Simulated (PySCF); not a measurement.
**C2H7O2PSi: geometry, spin-spin couplings**

Aim: predict the spin-spin couplings of C2H7O2PSi (`CC(=O)O[SiH2]P`).

The runs use PySCF 2.14.0, with density-fitted response routines of our own; the level of theory stands in each step. All values are computed, except where a source is named. Atoms count from 0, in the outputs and in this text.

## Step 1: The molecule as given

13 atoms, charge 0, multiplicity 1; geometry from: GFN2-xTB. The atoms were then displaced at random by about 0.01 Å, so the start is not that level's minimum.

Bonds of the start (Å): C0–C1 1.51, C1–O2 1.20, C1–O3 1.30, O3–Si4 1.69, Si4–P5 2.24, C0–H6 1.10, C0–H7 1.07, C0–H8 1.12, Si4–H9 1.48, Si4–H10 1.44, P5–H11 1.39, P5–H12 1.40.

## Step 2: Geometry optimisation at PBE0-D3(BJ)/def2-SVP

The job: settings as JSON, then the geometry in Å.

```
{"job": {"xc": "PBE0", "basis": "def2-SVP", "d3": "d3bj", "grid": 1, "shake": 0.01, "kind": "geom"}, "charge": 0, "multiplicity": 1}
C      2.448400     0.505160    -0.159200
C      1.284600    -0.422320     0.075910
O      1.376220    -1.591030     0.310070
O      0.136770     0.178030    -0.009200
Si    -1.302120    -0.695270     0.189400
P     -2.739850     0.938890    -0.327010
H      2.364780     0.913510    -1.178320
H      3.391050     0.024650    -0.031720
H      2.347650     1.377470     0.540860
H     -1.328440    -1.219490     1.573500
H     -1.373560    -1.772380    -0.770500
H     -2.716150     1.550790     0.922610
H     -3.883530     0.195110    -0.025320
```

On the command line:

```bash
$ OMP_NUM_THREADS=1 python probes_run.py task.json out
```

This one command runs all jobs of the session in turn.

**Question.** This job is followed by: B3LYP/cc-pVTZ indirect spin-spin coupling, non-relativistic, gas phase; B3LYP/6-31G* indirect spin-spin coupling, non-relativistic, gas phase. Predict these results of the whole session: point group; rotational constants (main isotopes); largest coupling of the table (B3LYP/cc-pVTZ); range of J(Si4,H9), mean over like pairs.

The runs gave:

| quantity | value |
| --- | --- |
| point group | C1 |
| rotational constants (main isotopes) | 6.12, 1.06, 0.92 GHz |
| largest coupling of the table (B3LYP/cc-pVTZ) | ¹J(Si,H) Si4–H9, -189.7 Hz |
| range of J(Si4,H9), mean over like pairs | -212.1 to -189.7 Hz |

In words: Over 7 steps the energy fell by 0.161 eV; of the close pairs, Si4–H10 changed most, 1.445 to 1.488 Å. No frequency check was run at this level, so the end point may be a saddle. Of the pairs tabulated at B3LYP/cc-pVTZ, Si4–H9 (mean over like pairs) couples most strongly (-189.7 Hz; Fermi contact -190.3 Hz). Couplings across rotatable bonds belong to this one conformer; where others are populated, the observed values are averages. The coupling Si4–H9, as a mean over pairs of its kind, runs from -212.1 Hz (B3LYP/6-31G*) to -189.7 Hz (B3LYP/cc-pVTZ). Couplings from bases without tight functions are rough.
